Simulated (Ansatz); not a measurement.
# LuAs: a single-point run

Wanted: a converged single-point run for LuAs, and a check of what comes out. The structure is shown as the input types it. The cell is built on a prototype (zincblende) and needn't be the phase found in nature.

Computed with Ansatz 0.2.0 (density functional or hybrid calculation with the settings of its input, plane waves (as first typed), unless a step's input says otherwise).

6 further runs of the same task are left out: 3 for a known fault of the program, 3 that didn't finish.

## 1. The starting structure

The structure is cubic, space group F-43m (No. 216). Conventional cell: a = 6.311 Å, b = 6.311 Å, c = 6.311 Å, α = 90.00°, β = 90.00°, γ = 90.00°. Lu (site symmetry -43m) is surrounded by 4 As at 2.73 Å. Around As (site symmetry -43m) lie 4 Lu at 2.73 Å.

As a file:

```
Lu As
1.0
     0.00000    3.15538    3.15538
     3.15538    0.00000    3.15538
     3.15538    3.15538    0.00000
Lu As
1 1
Direct
  0.00000 0.00000 0.00000
  0.25000 0.25000 0.25000
```

## 2. The run

Contents of input.yaml:

```yaml
crystal:
  lattice:
    - [0.0, 3.155379676, 3.155379676]
    - [3.155379676, 0.0, 3.155379676]
    - [3.155379676, 3.155379676, 0.0]
  atoms:
    - { symbol: Lu, position: [0.0, 0.0, 0.0] }
    - { symbol: As, position: [0.25, 0.25, 0.25] }
kpoints:
  mp_grid: { grid: [6, 6, 6] }
hamiltonian:
  xc: scan
scf:
  occupations: { method: fixed }
  n_extra_bands: 4
output:
  forces: true
  stress: true
  eigenvalues: true
```

Run with:

```sh
$ ansatz run input.yaml --threads 4 --pin off --max-ram 3686MiB --backend cpu --events-out ev --progress --plain --runs-dir out
```

Q: Will this input give a usable result? If not, why, and what should change?

The program refused the input before any cycle. Its message: «line 12 column 7: hamiltonian.xc: unknown variant `scan`, expected one of `lda`, `lda-pw`, `pw92`, `pbe`, `pbesol`, `rpbe`, `revpbe`, `blyp`, ...»

In the input, hamiltonian.xc is scan. The functional or method isn't one that the program knows by that name.

The cure: set hamiltonian.xc to r2scan. Any name on the list would pass the check; a listed functional of a like name need not be the same functional.
